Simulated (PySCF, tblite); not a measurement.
# C2H12BNSi2: a rotation path, then NMR shifts on frames, part 2 of 2

tblite 0.8.0 and PySCF 2.14.0. Atoms count from 0.

## (5) Nuclear shieldings: image 5, PBE0/pcSseg-1

Job settings and geometry (Å):

```
{"job": {"kind": "nmr", "xc": "PBE0", "basis": "pcSseg-1", "pop": false}, "charge": 0, "multiplicity": 1}
C     -1.452600    -0.923700     1.074300
B     -1.297800     0.047400    -0.169100
C     -2.565300     0.399700    -1.060500
N     -0.041500     0.588700    -0.483900
Si     1.529100     0.459300     0.271600
Si     3.134400    -0.124900    -1.282300
H     -2.490400    -1.091100     1.350400
H     -0.930500    -0.550900     1.952000
H     -1.019800    -1.896800     0.844900
H     -3.146700    -0.490100    -1.295100
H     -3.234000     1.061100    -0.509700
H     -2.324700     0.895500    -1.999700
H     -0.033600     1.185300    -1.301000
H      1.773600     1.760900     0.924300
H      1.435300    -0.529600     1.348800
H      4.402600     0.539800    -0.963900
H      2.827200     0.238300    -2.672100
H      3.425900    -1.562400    -1.305300
```

Level: GIAO PBE0/pcSseg-1 NMR shielding, non-relativistic, gas phase.

What it wrote:

```text
coarse grid: 15008 points
cycle   1  E = -741.4932528048  dE =  1.994e-01  |g| = 5.545e-01  |ddm| = 3.576e+00
cycle   2  E = -741.4590272325  dE =  3.423e-02  |g| = 6.739e-01  |ddm| = 1.065e+00
cycle   3  E = -741.5694630088  dE = -1.104e-01  |g| = 7.536e-02  |ddm| = 6.350e-01
cycle   4  E = -741.5705810871  dE = -1.118e-03  |g| = 2.955e-02  |ddm| = 7.712e-02
cycle   5  E = -741.5707803892  dE = -1.993e-04  |g| = 4.218e-03  |ddm| = 2.325e-02
cycle   6  E = -741.5707855216  dE = -5.132e-06  |g| = 1.057e-03  |ddm| = 6.284e-03
final grid: 132936 points
cycle   7  E = -741.5989734160  dE = -2.909e-05  |g| = 7.967e-03  |ddm| = 2.245e-02
cycle   8  E = -741.5989663737  dE =  7.042e-06  |g| = 9.706e-03  |ddm| = 1.454e-02
cycle   9  E = -741.5989887693  dE = -2.240e-05  |g| = 9.849e-04  |ddm| = 8.159e-03
cycle  10  E = -741.5989889753  dE = -2.060e-07  |g| = 1.754e-04  |ddm| = 7.648e-04
cycle  11  E = -741.5989889817  dE = -6.452e-09  |g| = 3.321e-05  |ddm| = 1.543e-04
cycle  12  E = -741.5989889820  dE = -2.401e-10  |g| = 8.399e-06  |ddm| = 4.830e-05
converged SCF energy = -741.5989889820

GIAO shielding tensors (ppm)
atom      isotropic    diamagn.    paramagn.     s11        s22        s33       span
  0 C      182.339     253.893     -71.554    174.141    183.729    189.148     15.007
  1 B       50.291     190.715    -140.424     10.405     27.970    112.499    102.094
  2 C      175.252     252.836     -77.584    164.860    166.370    194.526     29.666
  3 N      165.219     324.666    -159.447     73.997    206.605    215.053    141.055
  4 Si     406.848     881.147    -474.298    359.603    393.235    467.707    108.104
  5 Si     468.905     880.098    -411.193    449.397    471.583    485.734     36.337
  6 H       31.283      31.026       0.256     26.977     29.942     36.929      9.951
  7 H       31.258      32.953      -1.695     26.300     31.108     36.366     10.066
  8 H       31.497      32.406      -0.908     27.170     30.224     37.097      9.927
  9 H       31.055      30.379       0.676     27.261     29.565     36.338      9.077
 10 H       31.088      29.810       1.278     27.848     28.717     36.698      8.849
 11 H       31.734      31.673       0.061     27.529     30.537     37.137      9.608
 12 H       28.597      34.217      -5.620     21.525     29.943     34.324     12.799
 13 H       26.677      29.715      -3.037     22.423     25.402     32.207      9.784
 14 H       26.450      31.287      -4.837     22.534     27.562     29.255      6.721
 15 H       28.375      28.292       0.083     25.152     25.715     34.259      9.107
 16 H       28.278      29.180      -0.902     24.903     26.610     33.323      8.419
 17 H       28.249      29.035      -0.786     24.829     26.235     33.681      8.851
```

Run time: 49 s. Hardware: 1 thread, shared host.

In short: δ C2 11.7, C0 4.6, B1 49.8, N3 102.5, H14 5.27, H13 5.04 ppm.

## (6) Nuclear shieldings: image 6, PBE0/pcSseg-1

Job settings and geometry (Å):

```
{"job": {"kind": "nmr", "xc": "PBE0", "basis": "pcSseg-1", "pop": false}, "charge": 0, "multiplicity": 1}
C     -1.508300    -0.791100     1.174000
B     -1.312100     0.029200    -0.167800
C     -2.564900     0.366000    -1.084600
N     -0.026000     0.449000    -0.545200
Si     1.522300     0.290400     0.248900
Si     3.189300    -0.013300    -1.317200
H     -2.548400    -0.855100     1.482800
H     -0.939400    -0.368100     1.998500
H     -1.150100    -1.811400     1.041300
H     -3.206400    -0.503000    -1.219000
H     -3.181600     1.125500    -0.604000
H     -2.303900     0.741700    -2.072700
H      0.016300     0.954200    -1.420100
H      1.702300     1.492200     1.087700
H      1.437600    -0.847200     1.170900
H      4.413400     0.666300    -0.882600
H      2.896300     0.502000    -2.661300
H      3.554800    -1.421000    -1.506100
```

With the program's defaults for keys left out, this is: GIAO PBE0/pcSseg-1 NMR shielding, non-relativistic, gas phase.

What it wrote:

```text
coarse grid: 15008 points
cycle   1  E = -741.4934913505  dE =  2.015e-01  |g| = 5.542e-01  |ddm| = 3.575e+00
cycle   2  E = -741.4588411225  dE =  3.465e-02  |g| = 6.749e-01  |ddm| = 1.069e+00
cycle   3  E = -741.5695162204  dE = -1.107e-01  |g| = 7.562e-02  |ddm| = 6.395e-01
cycle   4  E = -741.5706425631  dE = -1.126e-03  |g| = 2.945e-02  |ddm| = 7.731e-02
cycle   5  E = -741.5708408283  dE = -1.983e-04  |g| = 4.208e-03  |ddm| = 2.320e-02
cycle   6  E = -741.5708459097  dE = -5.081e-06  |g| = 1.048e-03  |ddm| = 6.215e-03
final grid: 132936 points
cycle   7  E = -741.5991987417  dE = -2.896e-05  |g| = 7.926e-03  |ddm| = 2.353e-02
cycle   8  E = -741.5991916879  dE =  7.054e-06  |g| = 9.688e-03  |ddm| = 1.461e-02
cycle   9  E = -741.5992139299  dE = -2.224e-05  |g| = 9.941e-04  |ddm| = 8.135e-03
cycle  10  E = -741.5992141407  dE = -2.107e-07  |g| = 1.731e-04  |ddm| = 7.742e-04
cycle  11  E = -741.5992141470  dE = -6.331e-09  |g| = 3.460e-05  |ddm| = 1.575e-04
cycle  12  E = -741.5992141473  dE = -2.742e-10  |g| = 8.346e-06  |ddm| = 5.037e-05
converged SCF energy = -741.5992141473

GIAO shielding tensors (ppm)
atom      isotropic    diamagn.    paramagn.     s11        s22        s33       span
  0 C      181.881     254.109     -72.228    173.781    182.870    188.992     15.211
  1 B       49.776     190.592    -140.816      9.854     27.351    112.124    102.270
  2 C      175.411     252.832     -77.421    165.231    166.388    194.613     29.382
  3 N      166.939     324.828    -157.888     74.899    208.755    217.164    142.265
  4 Si     407.647     881.276    -473.629    364.716    390.504    467.722    103.006
  5 Si     468.905     880.067    -411.162    448.999    472.183    485.531     36.532
  6 H       31.241      30.962       0.279     26.954     29.884     36.886      9.932
  7 H       31.321      32.978      -1.657     26.433     31.144     36.387      9.954
  8 H       31.397      32.253      -0.857     27.104     30.088     36.998      9.893
  9 H       31.045      30.239       0.806     27.210     29.555     36.369      9.159
 10 H       31.087      29.876       1.211     27.868     28.714     36.680      8.812
 11 H       31.733      31.701       0.032     27.489     30.575     37.135      9.646
 12 H       28.554      34.516      -5.962     21.289     29.965     34.408     13.120
 13 H       26.675      30.020      -3.345     22.476     25.401     32.148      9.673
 14 H       26.540      31.390      -4.850     22.592     27.534     29.496      6.904
 15 H       28.350      28.296       0.054     25.111     25.725     34.215      9.104
 16 H       28.277      29.162      -0.885     24.892     26.591     33.348      8.456
 17 H       28.243      28.908      -0.665     24.827     26.136     33.765      8.939
```

It took 52 s on 1 thread, shared host.

Key values: δ C2 11.5, C0 5.0, B1 50.3, N3 100.8, H14 5.18, H13 5.04 ppm.

## (7) Nuclear shieldings: image 8, PBE0/pcSseg-1

Job settings and geometry (Å):

```
{"job": {"kind": "nmr", "xc": "PBE0", "basis": "pcSseg-1", "pop": false}, "charge": 0, "multiplicity": 1}
C     -1.571400    -0.481300     1.327200
B     -1.311200    -0.010800    -0.162600
C     -2.523500     0.285700    -1.144300
N      0.009600     0.136900    -0.617800
Si     1.524700    -0.098700     0.217100
Si     3.205700     0.211600    -1.329300
H     -2.593300    -0.312100     1.657100
H     -0.905600     0.012600     2.031300
H     -1.378800    -1.549600     1.418800
H     -3.270600    -0.505200    -1.109800
H     -3.034900     1.199600    -0.842900
H     -2.223400     0.412600    -2.183500
H      0.099200     0.427600    -1.581400
H      1.575100     0.850000     1.344500
H      1.505400    -1.444300     0.814200
H      4.378300     0.851100    -0.727600
H      2.818300     1.060600    -2.465200
H      3.687600    -1.039900    -1.922300
```

With the program's defaults for keys left out, this is: GIAO PBE0/pcSseg-1 NMR shielding, non-relativistic, gas phase.

What it wrote:

```text
coarse grid: 15008 points
cycle   1  E = -741.4945564518  dE =  2.063e-01  |g| = 5.541e-01  |ddm| = 3.574e+00
cycle   2  E = -741.4589730479  dE =  3.558e-02  |g| = 6.775e-01  |ddm| = 1.075e+00
cycle   3  E = -741.5703549420  dE = -1.114e-01  |g| = 7.655e-02  |ddm| = 6.440e-01
cycle   4  E = -741.5715089298  dE = -1.154e-03  |g| = 2.928e-02  |ddm| = 7.727e-02
cycle   5  E = -741.5717060715  dE = -1.971e-04  |g| = 4.161e-03  |ddm| = 2.340e-02
cycle   6  E = -741.5717109546  dE = -4.883e-06  |g| = 1.044e-03  |ddm| = 6.024e-03
final grid: 132936 points
cycle   7  E = -741.5996476553  dE = -2.737e-05  |g| = 7.790e-03  |ddm| = 2.160e-02
cycle   8  E = -741.5996408014  dE =  6.854e-06  |g| = 9.522e-03  |ddm| = 1.422e-02
cycle   9  E = -741.5996622324  dE = -2.143e-05  |g| = 9.746e-04  |ddm| = 7.988e-03
cycle  10  E = -741.5996624357  dE = -2.033e-07  |g| = 1.693e-04  |ddm| = 7.693e-04
cycle  11  E = -741.5996624418  dE = -6.125e-09  |g| = 3.110e-05  |ddm| = 1.486e-04
cycle  12  E = -741.5996624421  dE = -2.203e-10  |g| = 7.891e-06  |ddm| = 4.607e-05
converged SCF energy = -741.5996624421

GIAO shielding tensors (ppm)
atom      isotropic    diamagn.    paramagn.     s11        s22        s33       span
  0 C      183.036     254.462     -71.426    173.338    183.866    191.905     18.567
  1 B       49.017     190.507    -141.490      9.145     26.215    111.692    102.547
  2 C      175.468     252.918     -77.450    165.218    166.495    194.691     29.473
  3 N      167.140     325.314    -158.174     74.268    206.942    220.210    145.942
  4 Si     409.072     881.463    -472.391    377.828    382.647    466.741     88.912
  5 Si     467.488     880.103    -412.616    445.535    472.143    484.785     39.250
  6 H       31.169      30.880       0.289     26.837     29.713     36.957     10.120
  7 H       31.274      33.171      -1.897     26.427     31.013     36.382      9.955
  8 H       31.366      31.916      -0.551     27.123     29.736     37.238     10.116
  9 H       31.016      30.013       1.003     27.159     29.475     36.413      9.254
 10 H       31.075      30.133       0.942     27.837     28.722     36.667      8.831
 11 H       31.744      31.823      -0.079     27.449     30.731     37.051      9.602
 12 H       28.415      35.098      -6.683     20.810     30.095     34.339     13.530
 13 H       26.689      30.761      -4.073     22.799     25.843     31.423      8.624
 14 H       26.747      30.863      -4.116     22.998     26.182     31.060      8.063
 15 H       28.287      28.383      -0.096     24.930     25.746     34.186      9.256
 16 H       28.272      29.329      -1.057     24.850     26.676     33.290      8.439
 17 H       28.182      28.723      -0.541     24.933     25.858     33.753      8.820
```

Wall time 52 s (1 thread, shared host).

This run: δ C2 11.5, C0 3.9, B1 51.1, N3 100.6, H13 5.03, H14 4.97 ppm.

## (8) Run by run: NMR shifts

Isotropic shieldings (ppm) of some atoms, chosen among heavy atoms and hydrogens apart, with basis size and wall time:

| frame | C0 | H14 | H12 | B1 | N3 | Si4 | Si5 | functions | time |
| --- | --- | --- | --- | --- | --- | --- | --- | --- | --- |
| image 0 | 182.0 | 26.56 | 28.04 | 49.3 | 168.5 | 404.9 | 465.3 | 176 | 49 s |
| image 2 | 183.4 | 26.49 | 28.23 | 49.8 | 166.3 | 405.5 | 468.0 | 176 | 51 s |
| image 5 | 182.3 | 26.45 | 28.60 | 50.3 | 165.2 | 406.8 | 468.9 | 176 | 49 s |
| image 6 | 181.9 | 26.54 | 28.55 | 49.8 | 166.9 | 407.6 | 468.9 | 176 | 52 s |
| image 8 | 183.0 | 26.75 | 28.41 | 49.0 | 167.1 | 409.1 | 467.5 | 176 | 52 s |

## (9) Summary of results

The summary covers parts 1 to 2.

```
                                            quantity                                                                        value
                                             barrier                                           0.075 eV (1.7 kcal/mol) at image 5
                               end to end (GFN2-xTB)                                                                     0.044 eV
     ¹³C shifts against TMS (PBE0/pcSseg-1, image 0)                                                                11.0, 5.0 ppm
      ¹H shifts against TMS (PBE0/pcSseg-1, image 0)  5.16, 4.91, 3.68, 3.65, 3.47, 3.37, 0.65, 0.61, 0.60, 0.28, 0.17, -0.01 ppm
¹¹B shifts against BF3·OEt2 (PBE0/pcSseg-1, image 0)                                                                     50.8 ppm
     ¹⁵N shifts against NH3 (PBE0/pcSseg-1, image 0)                                                                     99.3 ppm
    ²⁹Si shifts against TMS (PBE0/pcSseg-1, image 0)                                                            -55.8, -116.1 ppm
                       range of the shielding of Si4                                                           404.9 to 409.1 ppm
```

What this shows: Along the band the dihedral turns by 120°, and the top (dihedral 129°) lies 1.7 kcal/mol above the start (GFN2-xTB, rough), so at room temperature this motion is fast. Ends this close can change order at a higher level. The top was not checked by a frequency run. Shifts at one fixed geometry are not the observed spectrum, which averages over the motion. In the first frame run (image 0): Shielding is most anisotropic at N3 (span 136 ppm, paramagnetic term -155 ppm). Across the 5 runs the shielding of Si4 moves most, between 404.9 (image 0) and 409.1 ppm (image 8).
